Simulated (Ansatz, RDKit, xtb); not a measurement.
# C4H6BCl: ranking a sample of isomers

Which of a sample of isomers of C4H6BCl is the most stable in the gas at 298.15 K, and what are its properties? The sample is small against all isomers, and the most stable one of this formula need not be in it.

The funnel: GFN2-xTB relaxations, single points with a density functional, relaxations at B3LYP-D3(BJ)/def2-SVP, harmonic vibrations (at GFN2-xTB), and a last energy at a higher level. All values are calculated.

## Step 1: Candidates

Isomers were taken from a list of plausible structures; this is a sample, not all of them. That gives 13 candidates, of which 1 could not be built in three dimensions.

```
label              SMILES     spin
 c044      B[C@H](C#C)CCl  singlet
 c231        CC1(BCl)C=C1  singlet
 c243            CC#CCBCl  singlet
 c320  ClB[C@]12C[C@H]1C2  singlet
 c325            BCC#CCCl  singlet
 c370      C#C[C@H](C)BCl  singlet
 c408          ClB1C=CCC1  singlet
 c446          CC#CB(C)Cl  singlet
 c779            CCC#CBCl  singlet
 c834          ClB1CC=CC1  singlet
 c855        BC1=C(Cl)CC1  singlet
 c906   B[C@@H]1C=C(Cl)C1  singlet
```

Candidates are built by distance geometry, with a force field where one applies, in up to four conformers (letters a to d).

Q: Predict the outcome of this search (final energies at CCSD(T)/def2-SVP + MP2/def2-TZVPP - MP2/def2-SVP).

| quantity | value |
| --- | --- |
| lowest structure found | ClB1C=CCC1, singlet |
| next finalist | ClB1CC=CC1, singlet, 5.2 kcal/mol higher in G |
| share at equilibrium, among the finalists | 100.0 % |

The search ends on `ClB1C=CCC1`. The margin of 5.2 kcal/mol over the next finalist is beyond the usual error of the last level; it says nothing of structures that weren't ranked. GFN2-xTB, HF/STO-3G, r2SCAN-D4/def2-SVP, B3LYP-D3(BJ)/def2-SVP, HF/def2-SVP and MP2/def2-SVP already put its bonding pattern lowest among the structures in one piece. Lowest found is not proven lowest: the search is finite, and each finalist counts with one conformer. Only 12 drawn patterns were tried, so whole families of isomers are missing, and the result ranks this sample alone.
